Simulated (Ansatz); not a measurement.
This was printed by a script on the Ansatz DFT code, driven from Python, for a ladder of methods at one geometry of H₆N₂OSi, SMILES N[SiH](N)O. What did the script look like? Use (for the species named): MP2, cc-pVDZ basis, multiplicity 1. The script varies method: mp2, ccsd, ccsd_t.

```yaml
atoms:
  - { symbol: N, position_ang: [-0.7210, 1.0461, -0.2513] }
  - { symbol: Si, position_ang: [0.5251, 0.1206, 0.1363] }
  - { symbol: N, position_ang: [-0.3428, -1.0850, 0.9025] }
  - { symbol: O, position_ang: [1.0962, -0.5007, -1.2835] }
  - { symbol: H, position_ang: [-0.4377, 2.0367, -0.4072] }
  - { symbol: H, position_ang: [-1.3652, 1.1382, 0.5602] }
  - { symbol: H, position_ang: [1.5658, 0.7939, 0.9646] }
  - { symbol: H, position_ang: [-0.9757, -1.4134, 0.2640] }
  - { symbol: H, position_ang: [0.3283, -1.8500, 1.1032] }
  - { symbol: H, position_ang: [0.4102, -0.3376, -1.9859] }
```

```console
$ python methods_h6n2osi.py
INFO Hartree-Fock reference -476.252870 Ha
INFO mp2      total -476.886272 Ha  correlation  -17.2358 eV  (92.5 % of the last)
INFO ccsd     total -476.921915 Ha  correlation  -18.2056 eV  (97.7 % of the last)
INFO ccsd_t   total -476.937554 Ha  correlation  -18.6312 eV  (100.0 % of the last)
```

One script that gives this output:

`methods_h6n2osi.py`
```python
# -*- coding: utf-8 -*-
"""One geometry of H6N2OSi, method by method."""

import logging
import sys

import ansatz as az

logging.basicConfig(stream=sys.stdout, format="%(levelname)s %(message)s")
logger = logging.getLogger("run")
logger.setLevel(logging.INFO)


def main():
    system = (
        az.Crystal.molecule()
        .atom("N", [-0.721, 1.0461, -0.2513])
        .atom("Si", [0.5251, 0.1206, 0.1363])
        .atom("N", [-0.3428, -1.085, 0.9025])
        .atom("O", [1.0962, -0.5007, -1.2835])
        .atom("H", [-0.4377, 2.0367, -0.4072])
        .atom("H", [-1.3652, 1.1382, 0.5602])
        .atom("H", [1.5658, 0.7939, 0.9646])
        .atom("H", [-0.9757, -1.4134, 0.264])
        .atom("H", [0.3283, -1.85, 1.1032])
        .atom("H", [0.4102, -0.3376, -1.9859])
    )

    job = system.calculation().basis(gaussian="cc-pVDZ")

    methods = ["mp2", "ccsd", "ccsd_t"]
    reports = [job.correlation(m).run(threads=1).report for m in methods]
    logger.info(f"Hartree-Fock reference {reports[0]['reference_energy_ev'] / 27.211386246:.6f} Ha")
    best = reports[-1]["free_energy_ev"] - reports[-1]["reference_energy_ev"]
    for method, each in zip(methods, reports):
        gained = each["free_energy_ev"] - each["reference_energy_ev"]
        logger.info(f"{method:8s} total {each['free_energy_ev'] / 27.211386246:.6f} Ha  correlation {gained:9.4f} eV  ({100 * gained / best:.1f} % of the last)")


if __name__ == "__main__":
    main()
```

Reading the output:
- Total energies depend on the basis set; only differences at equal settings carry meaning.
- The geometry is a force-field or estimated start, not a minimum of this method, and the basis set is short of its limit. A lower total doesn't mark the better method: functionals have no common bound, and MP2 and coupled cluster aren't variational.
- Inner cores stay frozen, so this is valence correlation.
- For Al to Cl the sets with a tight d function, cc-pV(X+d)Z, are usual.
- Finished in 16 s on 1 thread of Arm Neoverse V2, on a shared host, peak memory 0.38 GiB.
